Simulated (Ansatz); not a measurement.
## Te, space group Imma: a frozen displacement of one atom, step by step

Program: the Python package of Ansatz (0.2.0).

The script reads `te.extxyz`:
```text
2
Lattice="-2.95779146 3.87596566 1.53515289 2.95779146 -3.87596566 1.53515289 2.95779146 3.87596566 -1.53515289" Properties=species:S:1:pos:R:3 pbc="T T T"
Te   -0.00000000    5.81394849    0.76472407
Te    2.95779146   -1.93798283    0.77042882
```

Run as a notebook:

**Cell 1**
```python
from dataclasses import dataclass
import warnings

import ansatz as az
import numpy as np
```

**Cell 2**
```python
@dataclass(frozen=True)
class Options:
    smearing_width: float = 0.05


settings = Options()
```

**Cell 3**
```python
warnings.simplefilter("ignore", az.DeckWarning)

cell = az.Crystal.from_extxyz("te.extxyz")
```

**Cell 4**
```python
cell.resolved().tree()["lattice"]
```
Output:
```text
((-2.95779146, 3.87596566, 1.53515289), (2.95779146, -3.87596566, 1.53515289),
 (2.95779146, 3.87596566, -1.53515289))
```

**Cell 5**
```python
inverse = np.linalg.inv(np.array(cell.lattice.vectors))
home = np.array(cell.sites[0].position)
values = np.linspace(-0.05, 0.05, 5)
energies, pulls = [], []
for shift in values:
    moved = cell.move(0, to=home + shift * inverse[1])
    setup = (
        moved.calculation()
        .functional(az.Functional.PBESOL)
        .basis(38 * az.Ry)
        .kpoints(12)
        .occupations(az.OccupationsMethod.METHFESSEL_PAXTON, width=settings.smearing_width)
        .forces()
    )
    rep = setup.run(threads=1, backend="cpu").report
    energies.append(rep["free_energy_ev"])
    pulls.append(rep["forces_ev_ang"][0][1])
```

**Cell 6**
```python
print("shift (A)   dE (eV)   force along y (eV/A)")
for shift, e, f in zip(values, energies, pulls):
    print(f"{shift:8.3f} {e - energies[2]:10.5f} {f:12.4f}")
print(f"stiffness from energies {2 * np.polyfit(values, energies, 2)[0]:.3f}, from forces {-np.polyfit(values, pulls, 1)[0]:.3f} eV/A^2")
```
Output:
```text
shift (A)   dE (eV)   force along y (eV/A)
  -0.050   -0.00010       0.0005
  -0.025   -0.00005      -0.0032
   0.000    0.00000      -0.0000
   0.025   -0.00005       0.0032
   0.050   -0.00010      -0.0005
stiffness from energies -0.067, from forces -0.017 eV/A^2
```

Notes:
- In a metal a curvature from energy changes of a few meV or less hangs on mesh and smearing, in size and even in sign.
- This isn't the structure that Te takes at ambient conditions.
- All periodic images of the atom move with it, so the curvature is one diagonal element of the zone-centre force constants and no normal mode; a positive value doesn't exclude soft modes in which several atoms move.
- The whole script took 2.5 min on 1 thread of Arm Neoverse V2, with other jobs on the host, peak memory 0.94 GiB.
